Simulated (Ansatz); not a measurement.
# BeZnF4: the cost of one run

Method: DFT PBE, scalar-relativistic, plane waves, PAW, in Ansatz 0.2.0.

3 further runs of the same task are left out: 2 that didn't finish, 1 set aside as unsound or not needed.

### Step 1. The system as given

The structure is cubic, space group F-43m (No. 216). Conventional cell: a = 7.201 Å, b = 7.201 Å, c = 7.201 Å, α = 90.00°, β = 90.00°, γ = 90.00°. Around Be (site symmetry -43m) lie 4 F at 1.43 Å. Zn (site symmetry -43m) is surrounded by 4 F at 1.69 Å. F (site symmetry 3m) has 1 Be at 1.43 Å and 1 Zn at 1.69 Å as nearest neighbours.

Structure file:

```cif
data_structure
_symmetry_space_group_name_H-M 'F-43m'
_symmetry_Int_Tables_number 216
_cell_length_a 7.2012
_cell_length_b 7.2012
_cell_length_c 7.2012
_cell_angle_alpha 90.000
_cell_angle_beta 90.000
_cell_angle_gamma 90.000
_cell_volume 373.43
loop_
_atom_site_label
_atom_site_type_symbol
_atom_site_symmetry_multiplicity
_atom_site_Wyckoff_symbol
_atom_site_fract_x
_atom_site_fract_y
_atom_site_fract_z
_atom_site_occupancy
Be1 Be 4 d 0.25000 0.25000 0.75000 1
Zn1 Zn 4 b 0.50000 0.00000 0.00000 1
F1 F 16 e 0.13528 0.36472 0.86472 1
```

The cell is invented: 4-connected net, bridging atoms on its edges (F-43m, No. 216). Its size is a rough estimate.

### Step 2. Probe: one point on a coarse mesh

Input file input.yaml:

```yaml
crystal:
  lattice:
    - [0.0, 3.60058924, 3.60058924]
    - [3.60058924, 0.0, 3.60058924]
    - [3.60058924, 3.60058924, 0.0]
  atoms:
    - { symbol: Be, position: [0.25, 0.25, 0.25] }
    - { symbol: Zn, position: [0.5, 0.5, 0.5] }
    - { symbol: F, position: [0.36471563, 0.90585311, 0.36471563] }
    - { symbol: F, position: [0.36471563, 0.36471563, 0.36471563] }
    - { symbol: F, position: [0.90585311, 0.36471563, 0.36471563] }
    - { symbol: F, position: [0.36471563, 0.36471563, 0.90585311] }
basis:
  ecutwfc: 420
kpoints:
  mp_grid: { grid: [4, 4, 4] }
hamiltonian:
  xc: pbe
scf:
  occupations: { method: gaussian, width: 0.1 }
  lower_state_search: "off"
output:
  forces: true
  stress: true
  eigenvalues: true
```

Started as:

```console
$ ansatz run input.yaml --threads 1 --pin off --max-ram 2048MiB --backend cpu --events-out ev --progress --plain --runs-dir out
```

**Question.** How long does this run take on 1 thread of Arm Neoverse V2, shared host, and how much memory does it need?

About 2.3 s, with a peak of 0.3 GiB.
